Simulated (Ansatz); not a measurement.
# W (W (110), 5 layers): how the settings move a single-point run

Question: which choices in the input matter for W (W (110), 5 layers)?

Program: Ansatz 0.2.0. Level of theory: reference: DFT, PBEsol, PAW with Ansatz's default frozen-core files, scalar-relativistic. These are calculated values, not measurements.

## Step 1: The starting structure

Symmetry: Cmmm, No. 65, orthorhombic system. Conventional cell: a = 3.154 Å, b = 4.460 Å, c = 24.921 Å, α = 90.00°, β = 90.00°, γ = 90.00°. W (site symmetry mm2) has 6 W at 2.73 Å in its first shell of neighbours. W (site symmetry mm2) is surrounded by 8 W at 2.73 Å. Around W (site symmetry mmm) lie 8 W at 2.73 Å.

Structure file:

```cif
data_structure
_symmetry_space_group_name_H-M 'P 1'
_symmetry_Int_Tables_number 1
_cell_length_a 2.7314
_cell_length_b 2.7314
_cell_length_c 24.9206
_cell_angle_alpha 90.000
_cell_angle_beta 90.000
_cell_angle_gamma 109.471
_cell_volume 175.28
loop_
_atom_site_label
_atom_site_type_symbol
_atom_site_fract_x
_atom_site_fract_y
_atom_site_fract_z
_atom_site_occupancy
W1 W 0.00000 0.00000 0.32102 1
W2 W 0.50000 0.50000 0.41051 1
W3 W 0.00000 0.00000 0.50000 1
W4 W 0.50000 0.50000 0.58949 1
W5 W 0.00000 0.00000 0.67898 1
```

## Step 2: The reference run

The input, input.yaml:

```yaml
crystal:
  lattice:
    - [2.7313605553, 0.0, 0.0]
    - [-0.9104535184, 2.5751514274, 0.0]
    - [0.0, 0.0, 24.9206]
  atoms:
    - { symbol: W, position: [0.0, 0.0, 0.3210198348] }
    - { symbol: W, position: [0.5, 0.5, 0.4105099171] }
    - { symbol: W, position: [0.0, 0.0, 0.5] }
    - { symbol: W, position: [0.5, 0.5, 0.5894900829] }
    - { symbol: W, position: [0.0, 0.0, 0.6789801652] }
kpoints:
  mp_grid: { grid: [14, 14, 1] }
scf:
  occupations: { method: fermi_dirac, width: 0.1 }
hamiltonian:
  xc: pbesol
  pseudopotentials: { kind: paw }
output:
  forces: true
  stress: true
  eigenvalues: true
  populations: true
efield:
  axis: 3
  amplitude: 0
  dipole_correction: true
```

Command:

```console
ansatz run input.yaml --threads 2 --pin off --max-ram 4096MiB --backend cpu --events-out ev --progress --plain --runs-dir out
```

## Step 3: Changed: starting moments, lower_state_search off, spin_polarized true, xc_grid 3

The input, input.yaml:

```yaml
crystal:
  lattice:
    - [2.7313605553, 0.0, 0.0]
    - [-0.9104535184, 2.5751514274, 0.0]
    - [0.0, 0.0, 24.9206]
  atoms:
    - { symbol: W, position: [0.0, 0.0, 0.3210198348], spin: -0.5 }
    - { symbol: W, position: [0.5, 0.5, 0.4105099171], spin: -2.0 }
    - { symbol: W, position: [0.0, 0.0, 0.5], spin: 4.0 }
    - { symbol: W, position: [0.5, 0.5, 0.5894900829], spin: 0.5 }
    - { symbol: W, position: [0.0, 0.0, 0.6789801652], spin: 4.0 }
kpoints:
  mp_grid: { grid: [14, 14, 1] }
scf:
  occupations: { method: fermi_dirac, width: 0.1 }
  lower_state_search: "off"
hamiltonian:
  xc: pbesol
  pseudopotentials: { kind: paw }
output:
  forces: true
  stress: true
  eigenvalues: true
  populations: true
efield:
  axis: 3
  amplitude: 0
  dipole_correction: true
magnetization:
  spin_polarized: true
basis:
  xc_grid: 3
```

**Question.** What will these runs give? Wanted: for each run, ending; energy change; gap; force.

**Answer**, as computed:

```
                                                                        run     ending  energy change  gap (eV)  force (eV/Å)  cycles  time
                                                                  reference  converged              0      0.00          0.66       7  26 s
1: starting moments, lower_state_search off, spin_polarized true, xc_grid 3  converged   0.0 meV/atom      0.00          0.66      17  89 s
```

Residual by cycle in the longest SCF loop of each run; runs are numbered as in the table. The quantity is the density residual dr2, in eV.

```
cycle  reference    run 1
    1       1.19     20.8
    2     0.0242     7.35
    4     3.0e-5   0.0257
    5     1.0e-5   0.0217
    7     8.1e-8  0.00953
    8          -  0.00169
   10          -   1.2e-4
   11          -   5.4e-5
   13          -   2.0e-6
   14          -   7.0e-8
   16          -   4.5e-9
   17          -  9.5e-11
```

What this shows: With the changed spin polarisation, search for lower states and numerical grids the energy stays within 0.5 meV/atom: no moment survives, so both runs end on the same non-magnetic state.
